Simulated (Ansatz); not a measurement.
# GeH2Cl (doublet): the correlation ladder, cc-pVTZ

One table from this session's results is given with a row withheld; the runs are named, their logs left out.

Program: Ansatz 0.2.0, Gaussian basis. Level of theory: cc-pVTZ, core rule «outside noble gas», up to 19 orbitals frozen. These are calculated values, not measurements.

To be run: UHF; CCSD(T) on ROHF; CCSD(T) on UHF; BCCD(T) on ROHF; CCSDT(Q) on ROHF; CCSDT(Q) on UHF; CASSCF and NEVPT2, 13 electrons in 10 orbitals.

9 further runs of the same task are left out: 4 for a known fault of the program, 5 set aside as unsound or not needed.

**The system**

The geometry is a PBE0/def2-TZVP stationary point (not a proven minimum) of the parent state, kept for this charge and spin. No spin-orbit coupling is included. The filled d shell of Ge may be among the frozen orbitals whatever the setting's name suggests; the logs give the count.

4 atoms, charge 0, spin multiplicity 2.

Atoms are counted from 1 here; the program's logs count them from 0.

Bond lengths: Ge1–Cl2 2.208 Å, H3–H4 0.807 Å.

Geometry (Å):

```
atom     x (Å)     y (Å)     z (Å)
 Ge1  -0.00002   0.00020  -0.41107
 Cl2  -0.00001   0.00014  -2.61919
  H3   0.00002   0.40355   1.51548
  H4   0.00002  -0.40389   1.51478
```

Set-up of the first run:

Input file in.yaml:

```yaml
crystal:
  periodic: [false, false, false]
  atoms:
    - {symbol: Ge, position_ang: [-0.000021, 0.000203, -0.411070]}
    - {symbol: Cl, position_ang: [-0.000013, 0.000140, -2.619191]}
    - {symbol: H, position_ang: [0.000017, 0.403546, 1.515482]}
    - {symbol: H, position_ang: [0.000017, -0.403889, 1.514779]}
basis:
  gaussian: {orbitals: cc-pVTZ}
magnetization: {spin_polarized: true, initial_magnetization: 1}
hamiltonian: {xc: hf}
output: {orbitals: {seedname: orbitals}}
```

Command:

```console
ansatz run in.yaml --threads 1 --pin off --events-out ev --progress --plain --max-ram 2816MiB --backend cpu
```

Among the steps run: UHF; CCSD(T) on ROHF; CCSD(T) on UHF; BCCD(T) on ROHF; CCSDT(Q) on ROHF; CCSDT(Q) on UHF; CASSCF and NEVPT2, 13 electrons in 10 orbitals.

One table of the session follows, with a row left open; its other results are not shown here.

```
        method  from UCCSDT(Q) (meV)
          ROHF               +9654.1
           UHF               +9553.3
          RMP2               +1354.0
          UMP2               +1371.0
         RCCSD                +444.4
         UCCSD                +438.4
      RCCSD(T)                     ?
      UCCSD(T)                 +54.1
       BCCD(T)                 +54.1
        RCCSDT                 +25.5
        UCCSDT                 +22.6
     RCCSDT(Q)                  +5.2
     UCCSDT(Q)                     0
CASSCF valence               +8184.5
NEVPT2 valence               +1830.4
```

Q: Estimate the row for RCCSD(T) from the others.

**Answer.** from UCCSDT(Q) (meV): +56.0. In the column «from UCCSDT(Q) (meV)» it lies between BCCD(T) (+54.1) and UCCSD (+438.4).

Among the levels timed on like hardware and quicker than the yardstick, those that no quicker one beats, quickest first: NEVPT2 valence (4.1 s, +1830.4 meV); RCCSD(T) (4.3 s, +56.0 meV); BCCD(T) (4.5 s, +54.1 meV); UCCSD(T) (7.5 s, +54.1 meV); RCCSDT(Q) (26 s, +5.2 meV).

Limits of these values: Restricted and unrestricted rows rest on different reference determinants; where their highest levels disagree by more than a few hundredths of an eV, they describe different states and don't form one ladder.
